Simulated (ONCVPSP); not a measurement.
**An ONCV potential for beryllium, from input to tests**

Aim: build the potential from the settings below, then test how well it stands in for the atom: other configurations, scattering, ghost states and the plane-wave cutoff that it needs.

Program: ONCVPSP 4.0.1. Reference atom: PW91, scalar-relativistic, spherical and spin-unpolarised. All values are calculated.

### 1 The atom and the settings

Typed settings, in words:

```json
{"element": "beryllium (Be, Z = 4)", "type": "optimised norm-conserving Vanderbilt (ONCV)", "frozen core": "[He]", "valence charge": "2", "reference configuration": "2s2", "partial waves": "2s: rc 1.95 bohr, ncon 5, nbas 9, qcut 3.9 1/bohr, 2 projectors, debl 0.7 Ha; p scattering state at 0.19 Ha: rc 1.65 bohr, ncon 3, nbas 7, qcut 4.8 1/bohr, 2 projectors, debl 3.4 Ha", "local potential": "polynomial inside 1.20 bohr (lpopt 2, dvloc0 3 Ha)", "core correction": "polynomial model core, fcfact 0.25"}
```

An earlier all-electron run gives the scale for the radii.

All-electron outer shells of the reference configuration (PW91, scalar-relativistic, ld1.x):

| shell | level (eV) | outermost node (bohr) | outermost maximum (bohr) |
| --- | --- | --- | --- |
| 1s | -106.46 | – | 0.27 |
| 2s | -5.64 | 0.59 | 2.04 |
| 2p | -2.05 | – | 2.28 |

### 2 Generation

Input file Be.dat:

```
# ATOM AND REFERENCE CONFIGURATION
# atsym  z   nc   nv     iexc    psfile
  Be 4.00    1    1  -109134      upf
#
#   n    l    f
    1    0    2.00
    2    0    2.00
#
# PSEUDOPOTENTIAL AND OPTIMIZATION
# lmax
    1
#
#   l,   rc,      ep,       ncon, nbas, qcut
    0    1.95    0.00    5    9    3.90
    1    1.65    0.19    3    7    4.80
#
# LOCAL POTENTIAL
# lloc, lpopt,  rc(5),   dvloc0
    4    2    1.20    3.00
#
# VANDERBILT-KLEINMAN-BYLANDER PROJECTORs
# l, nproj, debl
    0    2    0.70
    1    2    3.40
#
# MODEL CORE CHARGE
# icmod, fcfact, rcfact
    1    0.25    0.00
#
# LOG DERIVATIVE ANALYSIS
# epsh1, epsh2, depsh
   -2.00    5.00    0.02
#
# OUTPUT GRID
# rlmax, drl
    6.00    0.01
#
# TEST CONFIGURATIONS
# ncnf
    4
# nvcnf
#   n    l    f
    1
    2    0    1.00
#
    1
    2    0    1.50
#
    2
    2    0    1.00
    2    1    1.00
#
    2
    2    0    0.00
    2    1    1.00
#
```

On the command line:

```console
oncvpsp.x < Be.dat > Be.out
```

What does the calculation give? Wanted: cutoffs for 1 and 0.1 mHa per electron, occupied waves; bound ghosts; GHOST(+) flags; largest test error; largest phase difference near zero energy, channels read; rms error of d²Exc/dn², without and with the model core; projector energies reset by the program.

As calculated:

```
                                                quantity                 value
  cutoffs for 1 and 0.1 mHa per electron, occupied waves     5.8 Ha and 9.9 Ha
                                            bound ghosts            none found
                                          GHOST(+) flags    none at low energy
                            largest test error (AE − PS)  +11 meV, for 2s0 2p1
largest phase difference near zero energy, channels read             0.000 rad
 rms error of d²Exc/dn², without and with the model core     1.52 and 0.75 mHa
                 projector energies reset by the program    p: 0.050, 3.450 Ha
```

In words: The worst unpolarised test, 2s0 2p1, is off by 11 meV on 13.5 eV; by total energies transferability rates as good. The potential is soft on the atom at that tolerance: the looser tolerance needs 5.8 Ha. That counts occupied waves only; other projectors can need more. It is free of bound ghosts as far as tested. Near zero energy the phases of the channels with partial waves agree within 0.001 rad.
